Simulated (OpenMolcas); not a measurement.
**Cr²⁺ in NaF: CASSCF and CASPT2 levels and susceptibility**

Aim: the ligand-field states of Cr²⁺ in this surrounding, its lowest levels with spin-orbit coupling and its magnetic susceptibility.

Method: state-averaged CASSCF and CASPT2, spin-orbit coupling by RASSI with atomic mean-field integrals. Code: OpenMolcas 26.06.

## Step 1: What is computed

* Species: Cr²⁺ (chromium, Z = 24, 22 electrons)
* Basis: ANO-RCC-VDZP [5s4p2d1f], 142 functions with the ligands
* Scalar Hamiltonian: DKH2, point nucleus
* Inactive shells: 1s 2s 2p 3s 3p of the metal, and all ligand shells
* Active space: 4 electrons in 5 orbitals (3d)
* Some configurations of this space: 3d4
* Orbitals: optimised for each spin and parity, averaged over all roots

The outer shells:

3d4
```
3d [↑ ][↑ ][↑ ][↑ ][  ]
```

Cr²⁺ is taken with its 6 nearest fluoride ions at 2.326 Å, on the cation site of NaF (a = 4.634 Å). The rest of the host is ab initio model potentials to 7.6 Å, with orthogonalisation functions on the cations behind the ligands, and point charges beyond; the distance is set by hand, nothing relaxes, and no local charge compensation is placed. Ligand basis ANO-RCC-VDZP.

```xyz
19

Cr    0.0000    0.0000    0.0000
F     2.3260    0.0000    0.0000
F     0.0000    2.3260    0.0000
F    -2.3260    0.0000    0.0000
F     0.0000   -2.3260    0.0000
F     0.0000    0.0000    2.3260
F     0.0000    0.0000   -2.3260
Na    0.0000    2.3170   -2.3170
Na    0.0000   -2.3170    2.3170
Na    0.0000    2.3170    2.3170
Na    0.0000   -2.3170   -2.3170
Na    2.3170   -2.3170    0.0000
Na   -2.3170    2.3170    0.0000
Na    2.3170    0.0000   -2.3170
Na   -2.3170    0.0000    2.3170
Na    2.3170    0.0000    2.3170
Na   -2.3170    0.0000   -2.3170
Na    2.3170    2.3170    0.0000
Na   -2.3170   -2.3170    0.0000
```

The work runs as a chain of OpenMolcas steps in one folder; each step below is one input file. Labels, J, g values, rates, χT and fits are worked out afterwards by a script from the matrices that RASSI stores.

## Step 2: GATEWAY and SEWARD: basis and integrals

Input file a.inp:

```
&GATEWAY
Basis set
Cr.ANO-RCC-VDZP.
Cr1 0.0 0.0 0.0 Angstrom
End of basis
Basis set
F.ANO-RCC-VDZP.
L1 2.326000 0.000000 0.000000 Angstrom
L2 0.000000 2.326000 0.000000 Angstrom
L3 0.000000 0.000000 2.326000 Angstrom
End of basis
Basis set
Na.EMB-AIMP.Seijo.6s3p.1s1p.ECP.NaF.
PseudoCharge
* 3 symmetry-unique lattice sites within 7.6 angstrom
End of basis
Basis set
Na.EMB-AIMP.Seijo.0s.0s.ECP.NaF.
PseudoCharge
* 36 symmetry-unique lattice sites within 7.6 angstrom
End of basis
Basis set
F.EMB-AIMP.Seijo.0s.0s.ECP.NaF.
PseudoCharge
* 31 symmetry-unique lattice sites within 7.6 angstrom
End of basis
Symmetry
XYZ
AngMom=0.0 0.0 0.0
AMFI
RICD
XField
1025 Angstrom 0
* Evjen-weighted lattice charges
&SEWARD
```

The run is started by

```console
$ OMP_NUM_THREADS=1 MOLCAS_MEM=2457 MOLCAS_PROJECT=a pymolcas a.inp > a.log
```

## Step 3: Reference wave functions, quintets, 5 roots

Input file a.inp:

```
&RASSCF
FileOrb=start.orb
Symmetry=1
Spin=5
nActEl=4 0 0
Inactive=18 21
Ras2=5 0
CIRoot=5 5 1
SDav=5
CIMx=300
Iter=150 100
PrWF=0.3
OrbListing=Nothing
MaxOrb=0
LevShft=1.0
>>> COPY $Project.JobIph JOB001
```

start.orb holds start orbitals that the driver prepared beforehand, or those of the step before.

## Step 4: CASSCF: triplets, 45 roots

Input file a.inp:

```
&RASSCF
FileOrb=start.orb
Symmetry=1
Spin=3
nActEl=4 0 0
Inactive=18 21
Ras2=5 0
CIRoot=45 45 1
SDav=45
CIMx=300
Iter=150 100
PrWF=0.3
OrbListing=Nothing
MaxOrb=0
LevShft=1.0
>>> COPY $Project.JobIph JOB002
```

## Step 5: Reference wave functions, singlets, 50 roots

Input file a.inp:

```
&RASSCF
FileOrb=start.orb
Symmetry=1
Spin=1
nActEl=4 0 0
Inactive=18 21
Ras2=5 0
CIRoot=50 50 1
SDav=50
CIMx=300
Iter=150 100
PrWF=0.3
OrbListing=Nothing
MaxOrb=0
LevShft=1.0
>>> COPY $Project.JobIph JOB003
```

## Step 6: State interaction with spin-orbit coupling

Input file a.inp:

```
&RASSI
NrOfJobIphs=3 5 45 50
1 2 3 4 5
1 2 3 4 5 6 7 8 9 10 11 12 13 14 15 16 17 18 19 20 21 22 23 24 25 26 27
28 29 30 31 32 33 34 35 36 37 38 39 40 41 42 43 44 45
1 2 3 4 5 6 7 8 9 10 11 12 13 14 15 16 17 18 19 20 21 22 23 24 25 26 27
28 29 30 31 32 33 34 35 36 37 38 39 40 41 42 43 44 45 46 47 48 49 50
IphNames
JOB001
JOB002
JOB003
EJob
SpinOrbit
DIPRint=1.0
SOCoupling=1000.0
Subsets=2
Property=9
'ANGMOM' 1 'ANGMOM' 2 'ANGMOM' 3 'MLTPL  1' 1 'MLTPL  1' 2 'MLTPL  1' 3
'AMFI' 1 'AMFI' 2 'AMFI' 3
SOProperty=3
'ANGMOM' 1 'ANGMOM' 2 'ANGMOM' 3
```

## Step 7: CASPT2: IPEA 0.25, imaginary shift 0.1 (closed shells correlated: 3s 3p of the metal, with ligand shells; the Frozen line counts the rest)

Input file a.inp:

```
>>> COPY JOB001 $Project.JobIph
&CASPT2
Multistate=5 1 2 3 4 5
NoMult
Frozen=5 6
IPEA=0.25
Imaginary=0.1
MaxIter=60
WThr=0.0 0.3 0.05
PrWF=0.5
NoMix
>>> COPY JOB002 $Project.JobIph
&CASPT2
Multistate=45 1 2 3 4 5 6 7 8 9 10 11 12 13 14 15 16 17 18 19 20 21 22
23 24 25 26 27 28 29 30 31 32 33 34 35 36 37 38 39 40 41 42 43 44 45
NoMult
Frozen=5 6
IPEA=0.25
Imaginary=0.1
MaxIter=60
WThr=0.0 0.3 0.05
PrWF=0.5
NoMix
>>> COPY JOB003 $Project.JobIph
&CASPT2
Multistate=50 1 2 3 4 5 6 7 8 9 10 11 12 13 14 15 16 17 18 19 20 21 22
23 24 25 26 27 28 29 30 31 32 33 34 35 36 37 38 39 40 41 42 43 44 45 46
47 48 49 50
NoMult
Frozen=5 6
IPEA=0.25
Imaginary=0.1
MaxIter=60
WThr=0.0 0.3 0.05
PrWF=0.5
NoMix
```

(Steps that only read results are left out.)

What does the calculation give? Wanted: spin-free ground state; first state of the same spin within the active space; lowest level; next level.

As calculated:

| quantity | value |
| --- | --- |
| method | SS-CASPT2, IPEA 0.25, imaginary shift 0.1 (closed shells correlated: 3s 3p of the metal, with ligand shells; the Frozen line counts the rest) |
| spin-free ground state | 5E, 2-fold in its orbital part |
| first state of the same spin within the active space | 5T2 at 6560 cm⁻¹ |
| lowest level | 1-fold A1 |
| next level | 6.5 cm⁻¹ |
| χT at 300 K | 2.94 cm³ K/mol |
| effective moment at 300 K | 4.85 μB |

Cost by method:

```tsv
method	time of its own steps	time with the reference
A. CASSCF	45 s	45 s
B. SS-CASPT2, IPEA 0.25, imaginary shift 0.1, +3s 3p	5.6 min	6.4 min
```

Times are of one thread on a shared host.

**Reading.** The spin-free ground state (5E) comes to 100 % from free-ion D terms and keeps the highest spin of the shell. χT at 300 K is 2.94, against 3.01 cm³ K/mol for the spin alone; near agreement at one temperature doesn't show that the orbital moment is quenched. An active space of the d shell alone favours high spin; real ions in strong fields can be low spin. A ligand-field fit to the states below 45000 cm-1 gives 10Dq = 6766 cm-1, B = 802 cm-1 and C = 3269 cm-1 (C/B = 4.07), with a deviation of 660 cm-1. CASPT2 does not keep the components of a term degenerate, and the means are used. An orbital doublet at a regular site is open to a Jahn-Teller distortion, which this geometry leaves out. With metal d orbitals alone active, the gaps between spin states are rough; where two lie within a few thousand cm-1, their order is open.
